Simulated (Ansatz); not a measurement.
This script makes an equation of state with a fit of CdSe, space group F-43m with the Ansatz DFT code, driven from Python.

The script, `cdse.py`:
```python
"""Bulk modulus of CdSe from an E(V) curve."""

import warnings

import ansatz
from ase.eos import EquationOfState
from ase.units import GPa
import numpy as np

params = {
    "xc": "pbe",
    "cutoff": 420,
    "smearing_width": 0.01,
    "kmesh": (6, 6, 6),
}

VECTORS = np.array([
    [0.0, 3.070271, 3.070271],
    [3.070271, 0.0, 3.070271],
    [3.070271, 3.070271, 0.0],
])
SITES = [
    ("Cd", (0.0, 0.0, 0.0)),
    ("Se", (0.75, 0.75, 0.75)),
]


def crystal_on(cell):
    crystal = ansatz.Crystal(lattice=ansatz.Lattice.of(cell))
    for symbol, position in SITES:
        crystal = crystal.atom(symbol, position)
    return crystal

warnings.simplefilter("ignore", ansatz.DeckWarning)

# uniform scaling of the cell
volumes, energies = [], []
for scale in np.linspace(0.94, 1.06, 7):
    cell = VECTORS * scale ** (1 / 3)
    base = (
        crystal_on(cell).calculation()
        .functional(params["xc"])
        .basis(params["cutoff"])
        .occupations(ansatz.OccupationsMethod.GAUSSIAN, width=params["smearing_width"])
        .kpoints(*params["kmesh"])
    )
    summary = base.run().report
    volumes.append(abs(np.linalg.det(cell)) / len(SITES))
    energies.append(summary["free_energy_ev"] / len(SITES))
    print(f"V = {volumes[-1]:8.4f} A^3/atom  F = {energies[-1]:.5f} eV/atom")

eos = EquationOfState(volumes, energies, eos="sj")
v0, e0, bulk = eos.fit()
print(f"V0 = {v0:.4f} A^3/atom, E0 = {e0:.5f} eV/atom, B = {bulk / GPa:.1f} GPa")
```

From its runs, with one value withheld:

| V (Å³/atom) | F less the lowest row shown (meV/atom) |
| --- | --- |
| 27.206 | 35.44 |
| 27.784 | 20.18 |
| 28.363 | 9.48 |
| 28.942 | 2.90 |
| 29.521 | 0.00 |
| 30.100 | 0.37 |
| 30.679 | ? |

What is the missing energy at 30.679 Å³ an atom?

A third-order Birch-Murnaghan fit, E = E0 + (9 V0 B0 / 16) [(t - 1)³ B' + (t - 1)² (6 - 4t)] with t = (V0/V)^(2/3), through the 6 rows shown gives V0 = 29.737 Å³, B0 = 44.9 GPa, B' = 4.62 and E0 = -0.23 meV. At V = 30.679 Å³, t = 0.97944, and the fit extrapolates to 3.70 meV. The run gave 3.68 meV, a miss of 0.03 meV.

The structure comes from a database of computed cells and needn't be a stable or known phase. It ran for 9.1 s on 1 thread of Arm Neoverse V2, on a shared host, peak memory 0.37 GiB.
